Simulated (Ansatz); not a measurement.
# ZrH4 (singlet): relaxing a cheap start

Where does this start of ZrH4 (singlet) end when it is relaxed?

Computed with Ansatz 0.2.0, Gaussian basis. Level: RKS PBE0/def2-TZVP.

### Step 1. The starting structure

5 atoms, charge 0, spin multiplicity 1.

Atoms are counted from 1 here; the program's logs count them from 0.

Bond lengths: Zr1–H2 1.918 Å, Zr1–H3 1.918 Å, Zr1–H4 1.918 Å, Zr1–H5 1.918 Å. Angles: H2–Zr1–H3 109.5°, H2–Zr1–H4 109.5°, H2–Zr1–H5 109.5°, H3–Zr1–H4 109.5°, H3–Zr1–H5 109.5°, H4–Zr1–H5 109.5°.

Geometry (Å):

```
Zr    0.00000    0.00000    0.00000
H     1.10598    1.10944    1.10744
H    -1.10994   -1.10512    1.10780
H    -1.10530    1.10580   -1.11176
H     1.10926   -1.11012   -1.10348
```

The start was built by rule and, where that kept it together, relaxed with GFN2-xTB. Sticks and bond lists go by distance. No spin-orbit coupling is included. Elements past krypton take def2 core potentials.

### Step 2. The run

in.yaml reads:

```yaml
crystal:
  periodic: [false, false, false]
  atoms:
    - {symbol: Zr, position_ang: [0.000000, 0.000000, 0.000000]}
    - {symbol: H, position_ang: [1.105985, 1.109441, 1.107437]}
    - {symbol: H, position_ang: [-1.109939, -1.105123, 1.107799]}
    - {symbol: H, position_ang: [-1.105302, 1.105799, -1.111755]}
    - {symbol: H, position_ang: [1.109256, -1.110117, -1.103482]}
basis:
  gaussian: {orbitals: def2-TZVP}
hamiltonian: {xc: pbe0}
relax: {f_tol: 0.004, max_steps: 80}
```

Started as:

```bash
> ansatz run in.yaml --threads 1 --pin off --events-out ev --progress --plain --max-ram 2176MiB
```

What does the calculation give? Wanted: energy gained; shift from the start; total energy; dipole moment.

**Answer**, as computed:

| quantity | value |
| --- | --- |
| steps | 5 |
| energy gained | 0.117 eV |
| shift from the start (rms) | 0.067 Å |
| total energy | -1342.3772 eV |
| dipole moment | 0.00 D |

What this shows: The bonds of the start are those of the end. Zr1–H4 went from 1.918 to 1.844 Å. No vibrations were run, so this is a stationary point, not a proven minimum, and this spin need not be the ground state's.
